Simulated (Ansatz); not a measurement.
# CH6BFN2: a ladder of functionals and wavefunction methods

An exercise on one series of results from a longer session: the logs are not shown, and one member is left open.

Computed with Ansatz 0.2.0, Gaussian basis. Level: functionals in def2-TZVPP, the program's frozen cores in correlated methods.

Plan: LDA (SPW92), PBE-D4, revPBE-D4, BLYP-D4, r2SCAN-D4, B97M-V, PBE0-D4, B3LYP-D4, r2SCANh-D4, r2SCAN0-D4, HSE06-D4, BHLYP-D4, CAM-B3LYP-D4, LC-ωPBE, ωB97X-V, ωB97M-V, B2PLYP, PBE-QIDH; CCSD(T)/def2-SVP; CCSD(T)/def2-TZVPP; MP2/def2-QZVPP; extrapolation to the limit; RPA on PBE.

## Structure used throughout

All runs share one geometry, relaxed beforehand with PBE0-D4 in a triple-zeta def2 set.

11 atoms, charge 0, spin multiplicity 1.

Atoms are counted from 1 here; the program's logs count them from 0.

Bond lengths: B1–C2 1.555 Å, B1–N4 1.637 Å, B1–H6 1.195 Å, B1–H7 1.195 Å, C2–N3 1.393 Å, C2–N4 1.497 Å, C2–F5 1.384 Å, N3–H8 1.008 Å, N3–H9 1.013 Å, N4–H10 1.010 Å, N4–H11 1.009 Å. Angles: C2–B1–N4 55.9°, C2–B1–H6 117.5°, C2–B1–H7 118.6°, N4–B1–H6 111.3°, N4–B1–H7 113.0°, H6–B1–H7 121.4°, B1–C2–N3 125.0°, B1–C2–N4 64.8°, B1–C2–F5 119.8°, N3–C2–N4 113.0°, N3–C2–F5 113.1°, N4–C2–F5 107.1°, C2–N3–H8 112.2°, C2–N3–H9 113.1°, H8–N3–H9 110.6°, B1–N4–C2 59.3°, B1–N4–H10 119.2°, B1–N4–H11 121.2° and more.

The first run:

Contents of in.yaml:

```yaml
crystal:
  periodic: [false, false, false]
  atoms:
    - {symbol: B, position_ang: [-0.848102, 0.871941, -0.416063]}
    - {symbol: C, position_ang: [0.283262, 0.147172, 0.367651]}
    - {symbol: N, position_ang: [0.100563, -0.959067, 1.194822]}
    - {symbol: N, position_ang: [0.199872, -0.190766, -1.088344]}
    - {symbol: F, position_ang: [1.497220, 0.781342, 0.568798]}
    - {symbol: H, position_ang: [-0.634347, 1.987366, -0.787443]}
    - {symbol: H, position_ang: [-1.961678, 0.443855, -0.339274]}
    - {symbol: H, position_ang: [-0.423401, -0.730507, 2.025527]}
    - {symbol: H, position_ang: [0.968186, -1.422608, 1.436341]}
    - {symbol: H, position_ang: [0.956877, 0.157168, -1.658495]}
    - {symbol: H, position_ang: [-0.073152, -1.142895, -1.282720]}
basis:
  gaussian: {orbitals: def2-TZVPP}
hamiltonian: {xc: lda}
output: {orbitals: {seedname: orbitals}}
```

Started as:

```console
$ ansatz run in.yaml --threads 4 --pin off --events-out ev --progress --plain --max-ram 10444MiB
```

Among the steps run: LDA; PBE-D4 (GGA); revPBE-D4 (GGA); BLYP-D4 (GGA); r2SCAN-D4 (meta-GGA); B97M-V (meta-GGA); PBE0-D4 (hybrid); B3LYP-D4 (hybrid); r2SCANh-D4 (hybrid); r2SCAN0-D4 (hybrid); HSE06-D4 (hybrid); BHLYP-D4 (hybrid); CAM-B3LYP-D4 (range-separated); LC-ωPBE (range-separated); ωB97X-V (range-separated); ωB97M-V (range-separated); B2PLYP (double hybrid); PBE-QIDH (double hybrid).

One of the session's tables, all rows but one given; the rest of the session is left out.

It belongs to the step «Orbital energies across the functionals». 

| functional | HOMO (eV) | LUMO (eV) | gap (eV) |
| --- | --- | --- | --- |
| LDA (SPW92) | -6.34 | -0.24 | 6.10 |
| PBE-D4 | -6.19 | -0.13 | 6.05 |
| revPBE-D4 | -6.12 | -0.08 | 6.04 |
| BLYP-D4 | -6.11 | -0.17 | 5.95 |
| r2SCAN-D4 | -6.46 | 0.60 | 7.07 |
| B97M-V | -6.59 | 0.07 | 6.66 |
| PBE0-D4 | -7.64 | 0.71 | 8.35 |
| B3LYP-D4 | -7.44 | 0.35 | 7.79 |
| r2SCANh-D4 | -7.01 | 0.85 | 7.86 |
| r2SCAN0-D4 | -7.83 | 1.20 | 9.02 |
| HSE06-D4 | -7.23 | 0.34 | 7.57 |
| BHLYP-D4 | -9.05 | 1.30 | 10.35 |
| CAM-B3LYP-D4 | -9.12 | 1.45 | 10.57 |
| LC-ωPBE | -10.45 | 2.76 | 13.22 |
| ωB97X-V | ? | ? | ? |
| ωB97M-V | -10.01 | 2.07 | 12.08 |

Q: Estimate the row for ωB97X-V from the others.

The run gave: HOMO (eV): -10.10; LUMO (eV): 2.56; gap (eV): 12.66. In the column «HOMO (eV)» it lies between LC-ωPBE (-10.45) and ωB97M-V (-10.01).
